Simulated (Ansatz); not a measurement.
# Sn3TeW: the cost of one run

Computed with Ansatz 0.2.0 (DFT PBE, scalar-relativistic, plane waves, PAW, unless a step's input says otherwise).

## 1. The starting structure

It takes space group P6/mmm (No. 191, hexagonal). Conventional cell: a = 4.290 Å, b = 4.290 Å, c = 8.363 Å, α = 90.00°, β = 90.00°, γ = 120.00°. Sn (site symmetry mmm) is surrounded by 4 Sn at 2.15 Å and 2 W at 2.15 Å. Te (site symmetry 6/mmm) is surrounded by 2 W at 4.18 Å and 6 Te at 4.29 Å. W (site symmetry 6/mmm) has 6 Sn at 2.15 Å as nearest neighbours.

Coordinates:

```
Sn Te W
1.0
     4.29043    0.00000    0.00000
    -2.14522    3.71562    0.00000
     0.00000    0.00000    8.36350
Sn Te W
3 1 1
Direct
  0.50000 0.00000 0.50000
  0.00000 0.50000 0.50000
  0.50000 0.50000 0.50000
  0.00000 0.00000 0.00000
  0.00000 0.00000 0.50000
```

A structure generator made this guess: random cell by space group and Wyckoff sites (P6/mmm, No. 191). Lengths come from tabulated atomic sizes and are only a guess.

## 2. The guess as it stands, on a coarse mesh

Input file input.yaml:

```yaml
crystal:
  lattice:
    - [4.29043111, 0.0, 0.0]
    - [-2.14521555, 3.71562233, 0.0]
    - [0.0, 0.0, 8.36349907]
  atoms:
    - { symbol: Sn, position: [0.5, 0.0, 0.5] }
    - { symbol: Sn, position: [0.0, 0.5, 0.5] }
    - { symbol: Sn, position: [0.5, 0.5, 0.5] }
    - { symbol: Te, position: [0.0, 0.0, 0.0] }
    - { symbol: W, position: [0.0, 0.0, 0.5] }
basis:
  ecutwfc: 420
kpoints:
  mp_grid: { grid: [6, 6, 2] }
hamiltonian:
  xc: pbe
scf:
  occupations: { method: gaussian, width: 0.1 }
  lower_state_search: "off"
output:
  forces: true
  stress: true
  eigenvalues: true
```

The run is started by

```console
ansatz run input.yaml --threads 1 --pin off --max-ram 2560MiB --backend cpu --events-out ev --progress --plain --runs-dir out
```

What time and memory should one allow on 1 thread of Arm Neoverse N1, shared host?

About 11 s, with a peak of 0.42 GiB.
